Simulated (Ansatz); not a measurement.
Working through the orbital character of the bands of TiAs, space group P6_3/mmc

Computed with the Python package of Ansatz (0.2.0).

The script reads `tias.vasp`:
```text
TiAs
1.0
   3.68018750    0.00000000    0.00000000
  -1.84009375    3.18713587    0.00000000
   0.00000000    0.00000000    6.02366704
Ti As
2 2
Direct
   0.00000000    0.00000000    0.50000000
   0.00000000    0.00000000    0.00000000
   0.66666667    0.33333333    0.75000000
   0.33333333    0.66666667    0.25000000
```

The cells in order, each with its output:

```python
from pathlib import Path

import ansatz as az
from ase.io import read
import pandas as pd
```

```python
atoms = read('tias.vasp', format='vasp')
structure = az.Crystal.from_ase(atoms)

structure.resolved().sites[-1]
```

    Site(symbol='As', position=(0.33333333000000004, 0.66666667, 0.25), moment=None, axis=None, held=None, saved=None)

```python
points = {'G': (0.0, 0.0, 0.0), 'M': (0.5, 0.0, 0.0), 'K': (0.33333, 0.33333, 0.0), 'A': (0.0, 0.0, 0.5), 'L': (0.5, 0.0, 0.5), 'H': (0.33333, 0.33333, 0.5)}
calculation = (
    structure.calculation()
    .functional(az.Functional.PBESOL, dispersion='d3bj')
    .basis(12 * az.Ha)
    .accuracy('medium')
    .kpoints(4, 4, 2, shift=0.5)
    .occupations(az.OccupationsMethod.FERMI_DIRAC, width=0.02)
    .eigensolver('davidson', mixed_precision=False)
    .scf(max_iterations=150, algorithm='direct_min')
    .band_structure(list(points.values()), intervals=1)
    .fat_bands()
)
done = calculation.run(threads=1, backend='cpu')
data = done.report
```

    DeckWarning: basis.ecutwfc = 326.536634951856 eV is below the records' recommended 420 eV, and the density's cutoff is lower with it unless basis.ecutrho_ratio is high enough to keep the records' density cutoff: compare with a run at a higher cutoff
    DeckWarning: crystal.symmetry: narrowed to the stabiliser of the k-point mesh — unitary ops 24 → 8; excluded 16 operations that carry a point of the 4×4×2 mesh (shift [0.5, 0.5, 0.5]) off the mesh [...]

```python
data['mixing_algorithm'], data['preconditioner'], data['eigensolver']
```

    ('MSR1', 'Resta', 'davidson')

```python
file = Path(done.write_results('results')) / 'fatbands.tsv'
names = file.read_text().splitlines()[0].lstrip('# ').split('\t')
table = pd.read_csv(file, sep='\t', comment='#', names=names)
near = table[table.e_minus_ef.abs() < 4]
for ik, label in enumerate(points):
    print(label)
    for _, row in near[near.ik == ik].iterrows():
        main = row[names[4:]].astype(float).nlargest(2)
        print(f'   band {int(row.band):3d} {row.e_minus_ef:7.3f} eV  ' + ', '.join(f'{k} {v:.2f}' for k, v in main.items()))
```

    G
       band  21  -2.941 eV  ti0_l2_3D 0.28, ti1_l2_3D 0.28
       band  22  -2.938 eV  ti0_l2_3D 0.28, ti1_l2_3D 0.28
       band  23  -1.435 eV  ti0_l2_3D 0.49, ti1_l2_3D 0.49
       band  24  -0.298 eV  ti0_l2_3D 0.49, ti1_l2_3D 0.49
       band  25  -0.279 eV  ti0_l2_3D 0.49, ti1_l2_3D 0.49
       band  26  -0.129 eV  ti0_l2_3D 0.49, ti1_l2_3D 0.49
       band  27  -0.126 eV  ti0_l2_3D 0.49, ti1_l2_3D 0.49
       band  28   0.715 eV  as2_l1_4P 0.49, as3_l1_4P 0.49
       band  29   0.763 eV  as2_l1_4P 0.49, as3_l1_4P 0.49
       band  30   0.768 eV  as2_l1_4P 0.49, as3_l1_4P 0.49
       band  31   1.434 eV  ti0_l2_3D 0.50, ti1_l2_3D 0.50
       band  32   1.462 eV  ti0_l2_3D 0.50, ti1_l2_3D 0.50
    M
       band  21  -3.765 eV  as2_l1_4P 0.47, as3_l1_4P 0.47
       band  22  -3.580 eV  as2_l1_4P 0.24, as3_l1_4P 0.24
       band  23  -3.113 eV  as2_l1_4P 0.48, as3_l1_4P 0.48
       band  24  -2.977 eV  ti0_l2_3D 0.28, ti1_l2_3D 0.28
       band  25  -1.604 eV  ti0_l2_3D 0.46, ti1_l2_3D 0.46
       band  26  -1.498 eV  as2_l1_4P 0.48, as3_l1_4P 0.48
       band  27   0.493 eV  ti0_l2_3D 0.47, ti1_l2_3D 0.47
       band  28   0.983 eV  ti0_l2_3D 0.50, ti1_l2_3D 0.50
       band  29   1.010 eV  ti0_l2_3D 0.50, ti1_l2_3D 0.50
       band  30   1.228 eV  ti0_l2_3D 0.42, ti1_l2_3D 0.42
       band  31   1.493 eV  ti0_l2_3D 0.50, ti1_l2_3D 0.50
       band  32   1.898 eV  ti0_l2_3D 0.46, ti1_l2_3D 0.46
    K
       band  23  -3.199 eV  as2_l1_4P 0.34, as3_l1_4P 0.34
       band  24  -3.191 eV  as2_l1_4P 0.34, as3_l1_4P 0.34
       band  25  -2.365 eV  as2_l1_4P 0.47, as3_l1_4P 0.47
       band  26   0.208 eV  ti0_l2_3D 0.43, ti1_l2_3D 0.43
       band  27   0.821 eV  ti0_l2_3D 0.45, ti1_l2_3D 0.45
       band  28   0.821 eV  ti0_l2_3D 0.45, ti1_l2_3D 0.45
       band  29   0.915 eV  ti0_l2_3D 0.49, ti1_l2_3D 0.49
       band  30   0.940 eV  ti0_l2_3D 0.49, ti1_l2_3D 0.49
       band  31   1.555 eV  ti0_l2_3D 0.41, ti1_l2_3D 0.41
       band  32   2.451 eV  ti0_l2_3D 0.34, ti1_l2_3D 0.34
    A
       band  20  -3.551 eV  as2_l1_4P 0.28, as3_l1_4P 0.28
       band  21  -3.551 eV  as2_l1_4P 0.28, as3_l1_4P 0.28
       band  22  -2.064 eV  ti1_l2_3D 0.37, as2_l1_4P 0.21
       band  23  -2.064 eV  ti0_l2_3D 0.37, as2_l1_4P 0.21
       band  24  -2.060 eV  ti1_l2_3D 0.52, as2_l1_4P 0.21
       band  25  -2.060 eV  ti0_l2_3D 0.52, as2_l1_4P 0.21
       band  26   0.304 eV  ti0_l2_3D 0.74, ti1_l2_3D 0.23
       band  27   0.304 eV  ti1_l2_3D 0.74, ti0_l2_3D 0.23
       band  28   0.325 eV  ti0_l2_3D 0.49, ti1_l2_3D 0.48
       band  29   0.325 eV  ti1_l2_3D 0.49, ti0_l2_3D 0.48
       band  30   0.947 eV  ti1_l2_3D 0.68, as2_l1_4P 0.08
       band  31   0.947 eV  ti0_l2_3D 0.68, as2_l1_4P 0.08
       band  32   3.706 eV  ti1_l2_3D 0.35, as2_l1_4P 0.28
    L
       band  22  -2.643 eV  as2_l1_4P 0.30, as3_l1_4P 0.30
       band  23  -2.643 eV  as2_l1_4P 0.30, as3_l1_4P 0.30
       band  24  -2.384 eV  ti0_l2_3D 0.38, as2_l1_4P 0.29
       band  25  -2.384 eV  ti1_l2_3D 0.38, as2_l1_4P 0.29
       band  26  -0.394 eV  ti1_l2_3D 0.67, ti0_l2_3D 0.18
       band  27  -0.394 eV  ti0_l2_3D 0.67, ti1_l2_3D 0.18
       band  28   1.161 eV  ti1_l2_3D 0.99, ti0_l2_3D 0.00
       band  29   1.161 eV  ti0_l2_3D 0.99, ti1_l2_3D 0.00
       band  30   1.482 eV  ti1_l2_3D 0.86, ti0_l2_3D 0.04
       band  31   1.482 eV  ti0_l2_3D 0.86, ti1_l2_3D 0.04
       band  32   2.723 eV  ti1_l2_3D 0.33, ti0_l2_3D 0.23
    H
       band  22  -3.908 eV  as2_l1_4P 0.34, as3_l1_4P 0.34
       band  23  -3.908 eV  as2_l1_4P 0.34, as3_l1_4P 0.34
       band  24  -2.743 eV  as2_l1_4P 0.26, as3_l1_4P 0.26
       band  25  -2.743 eV  as2_l1_4P 0.26, as3_l1_4P 0.26
       band  26   0.161 eV  ti0_l2_3D 0.47, ti1_l2_3D 0.47
       band  27   0.161 eV  ti1_l2_3D 0.47, ti0_l2_3D 0.47
       band  28   0.876 eV  ti0_l2_3D 0.64, ti1_l2_3D 0.26
       band  29   0.876 eV  ti1_l2_3D 0.64, ti0_l2_3D 0.26
       band  30   1.745 eV  ti0_l2_3D 0.44, ti1_l2_3D 0.38
       band  31   1.745 eV  ti1_l2_3D 0.44, ti0_l2_3D 0.38
       band  32   1.797 eV  ti0_l2_3D 0.42, ti1_l2_3D 0.38

What to keep in mind:
- The settings weren't tested for convergence.
- The cutoff lies under the one recommended for these potentials.
- The computed bands are complete only to about 1.8 eV above the Fermi level.
- Dispersion corrections can be off by several per cent in the lattices of metals, and by several GPa in the pressure at a fixed cell.
- For a metal this mesh is far too coarse, so the numbers only illustrate the procedure.
- This cell is a computed structure, which may not be the phase found in nature.
- Gaps and levels are Kohn-Sham values on a finite set of k-points, without spin-orbit coupling.
- Warnings are shown shortened and without file and line.
- Energies are less the Fermi level and bands count from 0. Only the largest channels are printed, equivalent atoms hold more, and in degenerate sets the split between sites is arbitrary; shells that the potentials lack have no channel.
- It ran for 2.6 s on 1 thread of Intel(R) Xeon(R) 6975P-C (Granite Rapids) (shared host), peak memory 0.47 GiB.

(Lines on the test bed's own set-up are left out of the output.)
